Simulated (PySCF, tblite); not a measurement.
# C5H5NO: excited states, first hyperpolarisability

What do calculations give for the excited states, first hyperpolarisability of C5H5NO (`N#C/C=C/C=C/O`)?

Programs: tblite 0.8.0 and PySCF 2.14.0, with routines of our own; each step states its level. All values are computed. Atoms count from 0.

## (1) The starting structure

12 atoms, charge 0, multiplicity 1; geometry from: force field or distance geometry start.

## (2) Optimising the geometry with GFN2-xTB

The job: settings as JSON, then the geometry in Å.

```
{"job": {"kind": "relax", "xc": "GFN2-xTB", "basis": "xTB"}, "charge": 0, "multiplicity": 1}
N     -4.006400     0.528100     0.625500
C     -2.943600     0.064500     0.643500
C     -1.621000    -0.537000     0.704400
C     -0.650900     0.149000     0.110200
C      0.732900    -0.345200     0.097900
C      1.700300     0.355500    -0.506200
O      3.022500    -0.088000    -0.541900
H     -1.427900    -1.477800     1.187400
H     -0.866000     1.099400    -0.363600
H      1.015200    -1.285700     0.553500
H      1.394900     1.297600    -0.960300
H      3.651100     0.239100     0.188400
```

Command:

```
$ OMP_NUM_THREADS=1 python excited_run.py task.json out
```

The driver reads the jobs from task.json and runs them one after another.

The program printed:

```text
step      E/eV     max force
  0    -547.71989    2.102
  1    -547.85488    2.640
  2    -547.83974    4.056
  3    -547.95013    0.571
  4    -547.98024    0.513
  5    -548.00291    0.620
  6    -548.01175    0.279
  7    -548.01904    0.273
  8    -548.02403    0.289
  9    -548.02621    0.136
 10    -548.02769    0.101
 11    -548.02941    0.164
 12    -548.03150    0.178
 13    -548.03421    0.172
 14    -548.03901    0.293
 15    -548.04615    0.433
 16    -548.05939    0.558
 17    -548.08896    0.580
 18    -548.10995    0.839
 19    -548.08536    1.614
 20    -548.12453    1.345
 21    -548.13309    0.703
 22    -548.16874    0.377
 23    -548.18209    0.402
 24    -548.19664    0.908
 25    -548.21349    0.455
 26    -548.22753    0.265
 27    -548.23453    0.204
 28    -548.24129    0.188
 29    -548.24379    0.178
 30    -548.24664    0.249
 31    -548.25033    0.212
 32    -548.25416    0.117
 33    -548.25588    0.109
 34    -548.25743    0.155
 35    -548.25929    0.179
 36    -548.26108    0.134
 37    -548.26244    0.087
 38    -548.26352    0.104
 39    -548.26465    0.129
 40    -548.26579    0.106
 41    -548.26684    0.100
 42    -548.26767    0.072
 43    -548.26830    0.090
 44    -548.26892    0.085
 45    -548.26965    0.085
 46    -548.27054    0.135
 47    -548.27154    0.087
 48    -548.27252    0.074
 49    -548.27304    0.065
 50    -548.27370    0.063
 51    -548.27455    0.100
 52    -548.27552    0.115
 53    -548.27638    0.079
 54    -548.27704    0.059
 55    -548.27748    0.056
 56    -548.27777    0.059
 57    -548.27793    0.032
 58    -548.27800    0.022
 59    -548.27804    0.019
 60    -548.27809    0.028
 61    -548.27815    0.027
 62    -548.27821    0.018
 63    -548.27825    0.015
 64    -548.27830    0.019
 65    -548.27836    0.020
 66    -548.27842    0.020
 67    -548.27846    0.019
 68    -548.27849    0.019
 69    -548.27851    0.021
 70    -548.27853    0.017
 71    -548.27854    0.012
 72    -548.27855    0.012
 73    -548.27857    0.013
 74    -548.27861    0.018
 75    -548.27867    0.021
 76    -548.27873    0.021
 77    -548.27877    0.015
 78    -548.27879    0.011
 79    -548.27880    0.009
```

Wall time 0.27 s (1 thread of Arm Neoverse V2, shared host).

Relaxation path: (not every step is listed) (the energy doesn't fall at every step)

```tsv
step	energy from step 0 (eV)	largest force (eV/Å)
0	0.0000	2.1016
1	-0.1350	2.6403
2	-0.1199	4.0556
3	-0.2302	0.5712
4	-0.2604	0.5132
5	-0.2830	0.6196
6	-0.2919	0.2792
7	-0.2992	0.2730
8	-0.3041	0.2888
14	-0.3191	0.2932
20	-0.4046	1.3446
26	-0.5076	0.2654
32	-0.5343	0.1172
38	-0.5436	0.1042
44	-0.5490	0.0845
50	-0.5538	0.0627
56	-0.5579	0.0595
62	-0.5583	0.0179
68	-0.5586	0.0194
74	-0.5587	0.0184
75	-0.5588	0.0208
76	-0.5588	0.0209
77	-0.5589	0.0152
78	-0.5589	0.0109
79	-0.5589	0.0086
```

Distances of close pairs at the start and the end, largest changes first:

```tsv
bond	before (Å)	after (Å)	change (Å)
O6–H11	1.018	0.963	-0.055
C1–C2	1.454	1.401	-0.053
C5–O6	1.395	1.350	-0.045
C3–C4	1.469	1.429	-0.040
C2–C3	1.328	1.346	+0.017
N0–C1	1.160	1.149	-0.011
C2–H7	1.075	1.082	+0.007
C5–H10	1.090	1.085	-0.005
```

The end geometry stands in the next job.

## (3) Infrared spectrum with GFN2-xTB

The job: settings as JSON, then the geometry in Å.

```
{"job": {"kind": "ir", "xc": "GFN2-xTB", "basis": "xTB"}, "charge": 0, "multiplicity": 1}
N     -4.047902     0.441241     0.555601
C     -2.980687     0.017588     0.594829
C     -1.682854    -0.506761     0.648128
C     -0.616186     0.155160     0.163479
C      0.719160    -0.352930     0.204873
C      1.763978     0.328747    -0.284989
O      3.021254    -0.161866    -0.237887
H     -1.583556    -1.481955     1.106082
H     -0.759361     1.129112    -0.287820
H      0.888466    -1.323596     0.647201
H      1.627714     1.305026    -0.738182
H      3.651172     0.449548    -0.632622
```

The program printed:

```text
mode    cm-1     km/mol
  1      90.6      2.30
  2     101.9      5.00
  3     182.2     32.46
  4     232.1      4.09
  5     295.5     18.70
  6     372.1    129.68
  7     405.3      1.23
  8     453.6     17.81
  9     501.1      4.92
 10     595.1     11.39
 11     749.8      0.94
 12     779.2      9.53
 13     947.3      0.31
 14    1008.6     40.67
 15    1039.4      2.15
 16    1123.5     11.78
 17    1139.1    172.97
 18    1201.0      3.96
 19    1220.2    506.80
 20    1263.0      9.95
 21    1306.1      7.36
 22    1320.1      3.84
 23    1616.4    189.29
 24    1660.0    342.03
 25    2356.9    299.14
 26    3021.1     41.28
 27    3053.2      3.25
 28    3064.0     33.59
 29    3096.6     35.35
 30    3553.5     78.86
```

Wall time 0.2 s (1 thread of Arm Neoverse V2, shared host).

Which atoms move in the most intense modes:

```tsv
cm⁻¹	km/mol	atoms
372	129.7	H11 80 %
1139	173.0	H9 38 %, H7 17 %
1220	506.8	C5 29 %, O6 28 %, H11 11 %
1616	189.3	C3 49 %, C2 41 %
1660	342.0	C5 49 %, C4 40 %
2357	299.1	C1 60 %, N0 38 %
3021	41.3	H10 92 %
3554	78.9	H11 94 %
```

## (4) Excited states: TDA LC-wPBE/def2-TZVP

The job, as its differences from that of step 3:

```diff
@@ -1,2 +1,2 @@
-{"job": {"kind": "ir", "xc": "GFN2-xTB", "basis": "xTB"}, "charge": 0, "multiplicity": 1}
+{"job": {"kind": "states", "xc": "LC-wPBE", "basis": "def2-TZVP", "tda": true, "soc": true, "nstates": 8, "ntriplets": 6, "nquad": 4}, "charge": 0, "multiplicity": 1}
 N     -4.047902     0.441241     0.555601
```

Method: TDA LC-wPBE/def2-TZVP excited states, vertical, gas phase, spin-orbit mean-field couplings.

The program printed:

```text
coarse grid: 10680 points
cycle   1  E = -323.2431713479  dE =  1.402e+00  |g| = 7.467e-01  |ddm| = 2.875e+00
cycle   2  E = -323.2102527340  dE =  3.292e-02  |g| = 9.331e-01  |ddm| = 1.884e+00
cycle   3  E = -323.3699868133  dE = -1.597e-01  |g| = 9.829e-02  |ddm| = 1.064e+00
cycle   4  E = -323.3717087652  dE = -1.722e-03  |g| = 6.396e-02  |ddm| = 1.138e-01
cycle   5  E = -323.3726114784  dE = -9.027e-04  |g| = 1.390e-02  |ddm| = 7.135e-02
cycle   6  E = -323.3726777947  dE = -6.632e-05  |g| = 5.590e-03  |ddm| = 1.960e-02
cycle   7  E = -323.3726881281  dE = -1.033e-05  |g| = 1.843e-03  |ddm| = 1.108e-02
cycle   8  E = -323.3726918566  dE = -3.728e-06  |g| = 7.271e-04  |ddm| = 5.926e-03
final grid: 105104 points
cycle   9  E = -323.3501415007  dE = -7.925e-05  |g| = 4.663e-03  |ddm| = 8.380e-02
cycle  10  E = -323.3501437001  dE = -2.199e-06  |g| = 2.883e-03  |ddm| = 8.438e-03
cycle  11  E = -323.3501450284  dE = -1.328e-06  |g| = 1.135e-03  |ddm| = 3.276e-03
cycle  12  E = -323.3501452527  dE = -2.244e-07  |g| = 2.963e-04  |ddm| = 1.074e-03
cycle  13  E = -323.3501452734  dE = -2.073e-08  |g| = 1.392e-04  |ddm| = 3.738e-04
cycle  14  E = -323.3501452778  dE = -4.353e-09  |g| = 3.553e-05  |ddm| = 1.657e-04
cycle  15  E = -323.3501452785  dE = -6.930e-10  |g| = 1.096e-05  |ddm| = 8.872e-05
converged SCF energy = -323.3501452785

Singlet excitations
state   eV       nm        f     d(h-e)  d(exc)  Lambda  PR(NTO)  |dmu|/D   mu/D   main configurations
  1   5.5139   224.9   1.25791   0.631   3.163   0.797   1.129    2.552    8.961   H->L 0.93
  2   6.7351   184.1   0.00011   0.619   3.143   0.333   2.272    2.407    4.032   H-2->L 0.29, H->L+1 0.28, H->L+3 0.19
  3   6.8608   180.7   0.00001   1.559   3.281   0.323   2.049    6.276    0.523   H-2->L 0.49, H->L+1 0.34
  4   7.1268   174.0   0.00004   0.699   3.243   0.330   1.689    2.923    4.064   H->L+3 0.32, H->L+1 0.23, H->L+4 0.11
  5   7.5060   165.2   0.00088   0.264   3.135   0.729   1.686                     H-1->L 0.73
  6   7.5900   163.4   0.08382   0.555   2.882   0.721   1.258                     H->L+2 0.87
  7   7.8705   157.5   0.00072   0.782   3.300   0.351   1.515                     H->L+4 0.57, H->L+3 0.20, H-4->L 0.09
  8   7.9700   155.6   0.00028   0.249   2.846   0.423   1.528                     H-4->L 0.51, H-6->L 0.16, H->L+4 0.12

Triplet excitations (Tamm-Dancoff)
state   eV     d(h-e)  d(exc)  Lambda  PR(NTO)   main configurations
  1   2.6579   0.144   2.827   0.803   1.129   H->L 0.91
  2   4.5792   0.221   2.234   0.747   2.049   H-1->L 0.44, H->L+2 0.44
  3   6.2047   0.547   2.709   0.362   2.084   H-2->L 0.44, H->L+3 0.14
  4   6.3696   0.379   2.277   0.660   2.625   H-5->L 0.22, H-2->L+3 0.13, H-1->L 0.11
  5   6.6127   1.346   3.356   0.304   1.888   H->L+1 0.54, H-2->L 0.20
  6   6.8196   0.111   2.348   0.614   2.129   H-2->L+3 0.28, H-1->L 0.16, H-2->L+5 0.16
S1 - T1 = 2.8561 eV

Spin-orbit couplings |<S|Hso|T>| (cm-1)
             T1       T2       T3       T4       T5       T6
S0        0.025    0.064    1.127    0.189   26.682    0.315
S1        0.012    0.012   15.982    0.106    4.084    0.152
S2        1.990    0.687    0.146    2.827    0.016    1.239
S3        6.792    8.499    0.226    3.393    0.217   19.986
S4        9.831    5.381    0.067    2.422    0.668   20.334
S5        0.004    0.038   25.739    0.027    4.952    0.074
S6        0.030    0.038   12.735    0.050    1.426    0.075
S7        1.740    2.707    0.980    0.981    0.112    0.829
S8        1.482    6.886    0.269    1.912    0.071    5.267
T1 sublevels (cm-1): 0.000 0.003 0.003   radiative rates (1/s): 0.018 8.04e-05 0.000506
```

Wall time 51 s (1 thread of Arm Neoverse V2, shared host); peak memory 0.9 GiB.

In short:

```tsv
quantity	value
S1 less T1	2.86 eV
```

## (5) Excited states: TDDFT PBE0/def2-SVPD

The job, as its differences from that of step 4:

```diff
@@ -1,2 +1,2 @@
-{"job": {"kind": "states", "xc": "LC-wPBE", "basis": "def2-TZVP", "tda": true, "soc": true, "nstates": 8, "ntriplets": 6, "nquad": 4}, "charge": 0, "multiplicity": 1}
+{"job": {"kind": "states", "xc": "PBE0", "basis": "def2-SVPD", "tpa": true, "nstates": 6, "nquad": 5, "ntriplets": 0}, "charge": 0, "multiplicity": 1}
 N     -4.047902     0.441241     0.555601
```

Level: TDDFT PBE0/def2-SVPD excited states, vertical, gas phase, two-photon moments by quadratic response.

The program printed:

```text
coarse grid: 10680 points
cycle   1  E = -322.7292682186  dE =  1.072e+00  |g| = 6.151e-01  |ddm| = 5.327e+00
cycle   2  E = -322.5745321215  dE =  1.547e-01  |g| = 1.059e+00  |ddm| = 2.328e+00
cycle   3  E = -322.8055080840  dE = -2.310e-01  |g| = 2.020e-01  |ddm| = 1.602e+00
cycle   4  E = -322.8138899478  dE = -8.382e-03  |g| = 7.402e-02  |ddm| = 3.404e-01
cycle   5  E = -322.8150646640  dE = -1.175e-03  |g| = 1.697e-02  |ddm| = 1.213e-01
cycle   6  E = -322.8151307009  dE = -6.604e-05  |g| = 4.834e-03  |ddm| = 3.596e-02
cycle   7  E = -322.8151365980  dE = -5.897e-06  |g| = 2.053e-03  |ddm| = 1.089e-02
final grid: 105104 points
cycle   8  E = -322.8641303623  dE = -2.042e-05  |g| = 7.913e-03  |ddm| = 1.354e-01
cycle   9  E = -322.8641089782  dE =  2.138e-05  |g| = 1.248e-02  |ddm| = 3.035e-02
cycle  10  E = -322.8641450074  dE = -3.603e-05  |g| = 1.381e-03  |ddm| = 1.863e-02
cycle  11  E = -322.8641454753  dE = -4.680e-07  |g| = 3.034e-04  |ddm| = 2.370e-03
cycle  12  E = -322.8641454902  dE = -1.482e-08  |g| = 1.670e-04  |ddm| = 5.782e-04
cycle  13  E = -322.8641454956  dE = -5.400e-09  |g| = 4.954e-05  |ddm| = 2.440e-04
cycle  14  E = -322.8641454961  dE = -5.421e-10  |g| = 1.324e-05  |ddm| = 8.259e-05
converged SCF energy = -322.8641454961

Singlet excitations
state   eV       nm        f     d(h-e)  d(exc)  Lambda  PR(NTO)  |dmu|/D   mu/D   delta(TPA)   sigma/GM   main configurations
  1   4.9423   250.9   0.91407   0.665   3.435   0.803   1.166    1.534    7.949      219.75      1.967   H->L 0.97
  2   5.4914   225.8   0.00004   3.310   4.685   0.254   1.005   12.986    6.872        0.66      0.007   H->L+1 0.98
  3   6.0785   204.0   0.00003   2.000   3.597   0.347   1.212    5.384    1.419        0.04      0.001   H-2->L 0.87
  4   6.2592   198.1   0.00017   1.060   3.723   0.375   1.243    3.482    9.581        1.56      0.022   H->L+3 0.81, H-2->L 0.09
  5   6.3540   195.1   0.01045   0.854   3.860   0.745   2.043    2.215    4.242     2245.94     33.220   H-1->L 0.51, H->L+2 0.46
  6   6.5956   188.0   0.00089   1.372   3.994   0.299   1.013                                            H->L+4 0.95
```

Run time: 22 s. Hardware: 1 thread of Arm Neoverse V2, shared host; peak memory 0.77 GiB.

## (6) First hyperpolarisability: quadratic response PBE0/def2-SVPD

The job, as its differences from that of step 5:

```diff
@@ -1,2 +1,2 @@
-{"job": {"kind": "states", "xc": "PBE0", "basis": "def2-SVPD", "tpa": true, "nstates": 6, "nquad": 5, "ntriplets": 0}, "charge": 0, "multiplicity": 1}
+{"job": {"kind": "beta", "xc": "PBE0", "basis": "def2-SVPD", "wavelengths": [1907, 1064]}, "charge": 0, "multiplicity": 1}
 N     -4.047902     0.441241     0.555601
```

With the program's defaults for keys left out, this is: quadratic response PBE0/def2-SVPD first hyperpolarisability, Taylor convention, gas phase.

The program printed:

```text
coarse grid: 10680 points
cycle   1  E = -322.7292682186  dE =  1.072e+00  |g| = 6.151e-01  |ddm| = 5.327e+00
cycle   2  E = -322.5745321215  dE =  1.547e-01  |g| = 1.059e+00  |ddm| = 2.328e+00
cycle   3  E = -322.8055080840  dE = -2.310e-01  |g| = 2.020e-01  |ddm| = 1.602e+00
cycle   4  E = -322.8138899478  dE = -8.382e-03  |g| = 7.402e-02  |ddm| = 3.404e-01
cycle   5  E = -322.8150646640  dE = -1.175e-03  |g| = 1.697e-02  |ddm| = 1.213e-01
cycle   6  E = -322.8151307009  dE = -6.604e-05  |g| = 4.834e-03  |ddm| = 3.596e-02
cycle   7  E = -322.8151365980  dE = -5.897e-06  |g| = 2.053e-03  |ddm| = 1.089e-02
final grid: 105104 points
cycle   8  E = -322.8641303623  dE = -2.042e-05  |g| = 7.913e-03  |ddm| = 1.354e-01
cycle   9  E = -322.8641089782  dE =  2.138e-05  |g| = 1.248e-02  |ddm| = 3.035e-02
cycle  10  E = -322.8641450074  dE = -3.603e-05  |g| = 1.381e-03  |ddm| = 1.863e-02
cycle  11  E = -322.8641454753  dE = -4.680e-07  |g| = 3.034e-04  |ddm| = 2.370e-03
cycle  12  E = -322.8641454902  dE = -1.482e-08  |g| = 1.670e-04  |ddm| = 5.782e-04
cycle  13  E = -322.8641454956  dE = -5.400e-09  |g| = 4.954e-05  |ddm| = 2.440e-04
cycle  14  E = -322.8641454961  dE = -5.421e-10  |g| = 1.324e-05  |ddm| = 8.259e-05
converged SCF energy = -322.8641454961

Lowest singlets (eV, f): 4.9423 0.9141  5.4914 0.0000  6.0785 0.0000

First hyperpolarisability (au)
process     nm      |vector|   parallel      HRS      DR
static         -      632.23     366.86     271.67   4.454
shg       1907.0      694.71     403.89     297.87   4.486
eope      1907.0      651.99     378.57          -       -
shg       1064.0      876.19     511.59     373.93    4.55
eope      1064.0      699.49     406.73          -       -
```

It took 17 s on 1 thread of Arm Neoverse V2, shared host; peak memory 0.77 GiB.

## (7) Results

| quantity | value |
| --- | --- |
| strongest single infrared mode (GFN2-xTB) | 1220 cm⁻¹, 507 km/mol |
| zero-point energy (GFN2-xTB) | 54.0 kcal/mol |
| S1 less T1 (step 4, TDA LC-wPBE/def2-TZVP) | 2.86 eV |
| β vector (step 6, quadratic response PBE0/def2-SVPD) | static 632, SHG 1907.0 nm 695, SHG 1064.0 nm 876 au |

**Reading.** All 30 modes are real, so the xTB geometry is a minimum. The strongest single mode, at 1220 cm⁻¹, is spread over many atoms; the largest shares are those of C5, O6. Unscaled tight-binding wavenumbers are off by several per cent, some by more. Its intensities can rank the bands wrongly. In step 4, the number of triplets below S1 is 2, and the largest singlet-triplet spin-orbit coupling is S0–T5, 26.68 cm⁻¹. β grows from 632 au (static) to 876 au for doubling at 1064.0 nm: normal dispersion, which grows as twice the photon energy moves toward the bright states.
